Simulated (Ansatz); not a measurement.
# ClF3GeH2S: the cost of one run

Program: Ansatz 0.2.0. Level of theory: RHF/def2-SVP. These are calculated values, not measurements.

1 further run of the same task is left out (it didn't finish).

## 1. The system as given

Bond lengths: Ge1–Cl2 2.570 Å, Ge1–F3 1.680 Å, Ge1–F4 1.679 Å, Ge1–F5 1.679 Å, Ge1–S6 2.550 Å, S6–H7 1.400 Å, Cl2–H8 1.542 Å, S6–H8 1.586 Å. Angles (14 of 15 angles, heavy atoms first): Cl2–Ge1–F3 109.4°, Cl2–Ge1–F4 109.5°, Cl2–Ge1–F5 109.5°, Cl2–Ge1–S6 71.6°, F3–Ge1–F4 109.5°, F3–Ge1–F5 109.5°, F3–Ge1–S6 178.9°, F4–Ge1–F5 109.5°, F4–Ge1–S6 70.0°, F5–Ge1–S6 70.0°, Ge1–Cl2–H8 70.9°, Ge1–S6–H7 109.5°, Ge1–S6–H8 71.0°, Cl2–H8–S6 146.6°.

Coordinates:

```xyz
8

Ge    0.0000    0.0000    0.0000
Cl    0.0000    0.0000    2.5700
F     1.5842    0.0000   -0.5594
F    -0.7913    1.3709   -0.5594
F    -0.7913   -1.3709   -0.5594
S    -2.4199    0.0000    0.8041
H    -3.1755   -0.8728    0.0121
H    -1.4563    0.0000    2.0643
```

## 2. A restrained relaxation towards end A

Springs on the bonds that form and break draw the guess towards this end; the thresholds are loose.

input.yaml

```yaml
crystal:
  periodic: [false, false, false]
  atoms:
    - { symbol: Ge, position_ang: [0.0, 0.0, 0.0] }
    - { symbol: Cl, position_ang: [0.0, 0.0, 2.57] }
    - { symbol: F, position_ang: [1.5842, 0.0, -0.5594] }
    - { symbol: F, position_ang: [-0.7913, 1.3709, -0.5594] }
    - { symbol: F, position_ang: [-0.7913, -1.3709, -0.5594] }
    - { symbol: S, position_ang: [-2.4199, 0.0, 0.8041] }
    - { symbol: H, position_ang: [-3.1755, -0.8728, 0.0121] }
    - { symbol: H, position_ang: [-1.4563, 0.0, 2.0643] }
basis:
  gaussian: { orbitals: def2-SVP }
hamiltonian:
  xc: hf
relax:
  f_tol: 0.15
  max_steps: 25
  restrain:
    - { distance: [0, 5], at: 3.45, k: 30.0 }
    - { distance: [7, 1], at: 2.57, k: 30.0 }
    - { distance: [0, 1], at: 2.22, k: 30.0 }
    - { distance: [7, 5], at: 1.4, k: 30.0 }
```

On the command line:

```bash
> ansatz run input.yaml --threads 2 --pin off --max-ram 3072MiB --backend cpu --events-out ev --progress --plain --runs-dir out
```

Q: Estimate wall time and peak memory on 2 threads of Arm Neoverse V1, shared host.

About 30 s, with a peak of 0.31 GiB.
